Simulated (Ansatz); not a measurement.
# BClH₄N₂: small, medium and large basis sets

The task here is to estimate one member of a computed series from the others.

Computed with Ansatz 0.2.0, Gaussian basis. Level: one geometry, several basis sets.

The runs, in order: PBE0-D4/def2-SVP; ωB97M-V/def2-SVP; PBE0-D4/def2-QZVPP; ωB97M-V/def2-QZVPP; the functionals' def2-TZVPP values are taken from earlier runs.

## Structure used throughout

The geometry comes from an earlier relaxation with PBE0-D4 in a triple-zeta def2 set; it is a stationary point, not always the lowest conformer.

SMILES `NB(N)Cl`, 8 atoms, charge 0, spin multiplicity 1.

Atoms are counted from 1 here; the program's logs count them from 0.

Bond lengths: N1–B2 1.404 Å, N1–H5 1.003 Å, N1–H6 1.004 Å, B2–N3 1.404 Å, B2–Cl4 1.790 Å, N3–H7 1.003 Å, N3–H8 1.004 Å. Angles: B2–N1–H5 121.8°, B2–N1–H6 123.7°, H5–N1–H6 114.5°, N1–B2–N3 124.6°, N1–B2–Cl4 117.7°, N3–B2–Cl4 117.7°, B2–N3–H7 121.8°, B2–N3–H8 123.7°, H7–N3–H8 114.5°.

Set-up of the first run:

in.yaml reads:

```yaml
crystal:
  periodic: [false, false, false]
  atoms:
    - {symbol: N, position_ang: [-0.208041, 1.232158, -0.182996]}
    - {symbol: B, position_ang: [-0.246561, -0.169739, -0.246700]}
    - {symbol: N, position_ang: [0.583032, -1.024699, 0.496048]}
    - {symbol: Cl, position_ang: [-1.437172, -0.919852, -1.352728]}
    - {symbol: H, position_ang: [-0.821632, 1.803057, -0.733595]}
    - {symbol: H, position_ang: [0.422791, 1.745401, 0.405360]}
    - {symbol: H, position_ang: [0.519284, -2.022357, 0.417362]}
    - {symbol: H, position_ang: [1.280398, -0.701169, 1.141446]}
basis:
  gaussian: {orbitals: def2-SVP}
hamiltonian: {xc: pbe0, dispersion: d4}
output: {orbitals: {seedname: orbitals}}
```

Started as:

```console
> ansatz run in.yaml --threads 4 --pin off --events-out ev --progress --plain --max-ram 10444MiB
```

Among the steps run: PBE0-D4 in def2-SVP; ωB97M-V in def2-SVP; PBE0-D4 in def2-QZVPP; ωB97M-V in def2-QZVPP.

One of the session's tables, all rows but one given; the rest of the session is left out.

It belongs to the step «Functionals by basis». 

```
functional       basis  HOMO (eV)  LUMO (eV)
   PBE0-D4    def2-SVP      -7.03       1.69
   PBE0-D4  def2-TZVPP      -7.34       0.74
   PBE0-D4  def2-QZVPP      -7.40       0.44
   ωB97M-V    def2-SVP      -9.40       3.28
   ωB97M-V  def2-TZVPP          ?          ?
   ωB97M-V  def2-QZVPP      -9.77       1.57
```

**Question.** Estimate the row for ωB97M-V, def2-TZVPP.

As computed: HOMO (eV): -9.70; LUMO (eV): 2.02. In the column «HOMO (eV)» it lies between ωB97M-V, def2-QZVPP (-9.77) and ωB97M-V, def2-SVP (-9.40).
